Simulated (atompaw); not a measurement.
# A PAW (atompaw) potential for ytterbium, from input to tests

Do these settings give a usable potential? It is generated, then checked for scattering, ghosts and hardness.

Program: atompaw 4.2.0.5. Reference atom: PBE, scalar-relativistic, spherical and spin-unpolarised. All values are calculated.

## 1. Starting point

Typed settings, in words:

```json
{
 "element": "ytterbium (Yb, Z = 70)",
 "type": "PAW",
 "frozen core": "[Kr] 4d10",
 "valence charge": "24",
 "reference configuration": "4f14 5s2 5p6 5d0 6s2 6p0",
 "partial waves": "5s (bound): rc 1.50 bohr; 6s (bound): rc 3.00 bohr; 5p (bound): rc 1.70 bohr; 6p (bound, empty): rc 2.15 bohr; 5d (bound, empty): rc 3.00 bohr; 5d channel at 0.25 Ry: rc 3.00 bohr; 4f (bound): rc 1.30 bohr; 4f channel at 0.6 Ry: rc 1.30 bohr",
 "local potential": "bessel scheme, radius 2.75 bohr",
 "core correction": "smooth core density matched at 2.60 bohr",
 "augmentation charge": "besselshape compensation charge, radius 2.80 bohr; PAW radius 3.00 bohr; waves and projectors: custom rrkj gramschmidtortho"
}
```

The nodes and maxima of the atom's own shells, from an earlier all-electron run, set the scale for the radii.

All-electron outer shells of the reference configuration (PBE, scalar-relativistic, ld1.x):

```tsv
shell	level (eV)	outermost node (bohr)	outermost maximum (bohr)
4p	-338.25	0.26	0.48
4d	-177.93	0.24	0.49
5s	-54.92	0.58	1.07
5p	-27.42	0.62	1.24
6s	-3.92	1.47	3.28
4f	-3.01	–	0.49
6p	-1.11	1.81	4.66
5d	-0.67	0.70	2.12
```

## 2. Generating the potential

Contents of Yb.input:

```
Yb 70
GGA-PBE scalarrelativistic loggrid 2001 logderivrange -6 5 276
6 6 5 4 0 0
6 1 0
5 2 0
0 0 0
c
c
c
c
v
v
c
c
c
v
v
c
c
v
v
3
3.00 2.80 2.75 2.60
n
n
y
0.25
n
y
0.6
n
custom rrkj gramschmidtortho besselshape
bessel
1.50
3.00
1.70
2.15
3.00
3.00
1.30
1.30
PWSCFOUT
UPFDX 0.0125d0 UPFXMIN -7.d0 UPFZMESH 70.d0
END
```

The run is started by

```sh
$ atompaw < Yb.input > Yb.log
```

**Question.** What will these runs give? Wanted: cutoffs for 10 and 1 mRy, occupied levels; bound ghosts; largest phase difference near zero energy, channels read; lowest eigenvalue of the overlap; share of valence orbitals outside the PAW sphere; UPF file.

The runs gave:

| quantity | value |
| --- | --- |
| cutoffs for 10 and 1 mRy, occupied levels | 110 Ry and 180 Ry |
| bound ghosts | none found |
| largest phase difference near zero energy, channels read | 0.019 rad |
| lowest eigenvalue of the overlap (Bessel basis) | 0.192 (p) |
| share of valence orbitals outside the PAW sphere | 5s 0 %, 6s 72 %, 5p 1 %, 6p 94 %, 5d 58 %, 4f 1 % |
| UPF file | written |

**Reading.** It counts as hard, with 110 Ry needed at the looser tolerance. The slowest occupied level is 4f: taken alone it needs 110 Ry to come within 1 mRy, against 30 Ry for 5p. No bound ghost shows below the valence levels. Near zero energy the phases of the channels with partial waves agree within 0.019 rad.
